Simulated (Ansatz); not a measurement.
# CH₄BFO: one species, many methods

An exercise on one series of results from a longer session: the logs are not shown, and one member is left open.

Computed with Ansatz 0.2.0, Gaussian basis. Level: functionals in def2-TZVPP, the program's frozen cores in correlated methods.

The runs, in order: LDA (SPW92), PBE-D4, revPBE-D4, BLYP-D4, r2SCAN-D4, B97M-V, PBE0-D4, B3LYP-D4, r2SCANh-D4, r2SCAN0-D4, HSE06-D4, BHLYP-D4, CAM-B3LYP-D4, LC-ωPBE, ωB97X-V, ωB97M-V, B2PLYP, PBE-QIDH; CCSD(T)/def2-SVP; CCSD(T)/def2-TZVPP; MP2/def2-QZVPP; extrapolation to the limit; RPA on PBE.

1 further run of the same task is left out (it didn't finish).

## The relaxed structure

An earlier PBE0-D4 in a triple-zeta def2 set relaxation fixed the geometry.

SMILES `BOCF`, 8 atoms, charge 0, spin multiplicity 1.

Atoms are counted from 1 here; the program's logs count them from 0.

Bond lengths: B1–O2 1.350 Å, B1–H5 1.201 Å, B1–H6 1.193 Å, O2–C3 1.389 Å, C3–F4 1.363 Å, C3–H7 1.095 Å, C3–H8 1.092 Å. Angles: O2–B1–H5 119.7°, O2–B1–H6 116.8°, H5–B1–H6 123.5°, B1–O2–C3 121.2°, O2–C3–F4 108.8°, O2–C3–H7 111.1°, O2–C3–H8 108.4°, F4–C3–H7 108.1°, F4–C3–H8 108.1°, H7–C3–H8 112.2°.

As a file:

```xyz
8

B    -0.8956    0.8075    0.5757
O     0.2088    0.0421    0.7043
C     0.7791   -0.5899   -0.3929
F     0.4248   -1.9061   -0.3758
H    -1.3699    0.9888   -0.5124
H    -1.3410    1.2832    1.5754
H     0.4205   -0.1526   -1.3305
H     1.8655   -0.5300   -0.2995
```

Set-up of the first run:

in.yaml

```yaml
crystal:
  periodic: [false, false, false]
  atoms:
    - {symbol: B, position_ang: [-0.895606, 0.807452, 0.575661]}
    - {symbol: O, position_ang: [0.208753, 0.042087, 0.704346]}
    - {symbol: C, position_ang: [0.779096, -0.589925, -0.392857]}
    - {symbol: F, position_ang: [0.424820, -1.906086, -0.375825]}
    - {symbol: H, position_ang: [-1.369856, 0.988780, -0.512449]}
    - {symbol: H, position_ang: [-1.341009, 1.283194, 1.575408]}
    - {symbol: H, position_ang: [0.420494, -0.152564, -1.330534]}
    - {symbol: H, position_ang: [1.865506, -0.530039, -0.299548]}
basis:
  gaussian: {orbitals: def2-TZVPP}
hamiltonian: {xc: lda}
output: {orbitals: {seedname: orbitals}}
```

Launch:

```console
$ ansatz run in.yaml --threads 2 --pin off --events-out ev --progress --plain --max-ram 4352MiB
```

Among the steps run: LDA; PBE-D4 (GGA); revPBE-D4 (GGA); BLYP-D4 (GGA); r2SCAN-D4 (meta-GGA); B97M-V (meta-GGA); B3LYP-D4 (hybrid); r2SCANh-D4 (hybrid); r2SCAN0-D4 (hybrid); HSE06-D4 (hybrid); BHLYP-D4 (hybrid); CAM-B3LYP-D4 (range-separated); LC-ωPBE (range-separated); ωB97X-V (range-separated); ωB97M-V (range-separated); B2PLYP (double hybrid); PBE-QIDH (double hybrid).

One table of the session follows, with a row left open; its other results are not shown here.

It belongs to the step «Orbital energies across the functionals». 

```
  functional  HOMO (eV)  gap (eV)
 LDA (SPW92)      -7.63      5.53
      PBE-D4      -7.55      5.74
   revPBE-D4          ?         ?
     BLYP-D4      -7.50      5.81
   r2SCAN-D4      -7.89      6.49
      B97M-V      -8.03      6.48
     PBE0-D4      -9.09      8.30
    B3LYP-D4      -8.89      7.84
  r2SCANh-D4      -8.46      7.41
  r2SCAN0-D4      -9.31      8.78
    HSE06-D4      -8.68      7.51
    BHLYP-D4     -10.59     10.78
CAM-B3LYP-D4     -10.59     10.85
     LC-ωPBE     -11.93     13.44
     ωB97X-V     -11.59     12.99
     ωB97M-V     -11.46     12.57
```

Q: Estimate the row for revPBE-D4 from the others.

As computed: HOMO (eV): -7.51; gap (eV): 5.81. In the column «HOMO (eV)» it lies between PBE-D4 (-7.55) and BLYP-D4 (-7.50).
